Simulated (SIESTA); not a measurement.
GdO:

```
CELL_PARAMETERS angstrom
0.00000 2.70000 2.70000
2.70000 0.00000 2.70000
2.70000 2.70000 0.00000
ATOMIC_POSITIONS crystal
Gd 0.00000 0.00000 0.00000
O 0.75000 0.75000 0.75000
```

- Program: SIESTA 5.4.2
- Task: single point
- Functional: PBE
- Potentials or basis: PseudoDojo 0.4 standard with PseudoDojo 3+ lanthanides (4f in the core) (PBE files)
- Basis: DZP (energy shift 0.003 Ry; two zetas on semicore shells)
- Grid cutoff: 800 Ry
- Energy shift: 0.003 Ry
- k mesh: 9 × 9 × 9
- Occupations: fermi-dirac, width 0.05 eV
- Spin: collinear spin, ferromagnetic start
- Starting moments: [7.0, 0.0] μB

On this cell: pressure -1.7 GPa; largest force zero by symmetry; net moment 0.92 μB per cell; site moments Gd +0.91; O +0.01 μB; band gap on the k mesh none (metal or under the smearing width).

The same run follows on a disturbed copy (atoms moved at random, drawn with an rms of 0.05 Å):

```
Gd O
1.0
     0.00000    2.70000    2.70000
     2.70000    0.00000    2.70000
     2.70000    2.70000    0.00000
Gd O
1 1
Direct
  0.97275 0.01466 0.01049
  0.75159 0.74571 0.76741
```

What changes?

The energy (extrapolated to zero smearing) moves by +6.2 meV/atom; pressure -1.2 GPa; largest force 0.274 eV/Å; net moment 0.90 μB per cell; site moments Gd +0.89; O +0.01 μB; band gap on the k mesh none (metal or under the smearing width).

Forces on the atoms (eV/Å):
```
Gd  -0.048  0.269  0.010
O    0.049 -0.269 -0.009
```

Stress tensor (GPa, compression positive):
```
-1.25 -0.11  0.89
-0.11 -1.11 -0.07
 0.89 -0.07 -1.25
```

Caveats: spin-orbit coupling is left out, which moves the levels of the heavy elements; the 4f electrons are frozen in the core as for a trivalent ion, so they carry no moment and show no levels; the basis of atomic orbitals isn't converged, which shifts pressures, moduli and gaps; a cell with one magnetic atom can't hold antiferromagnetic order, which such compounds often take.
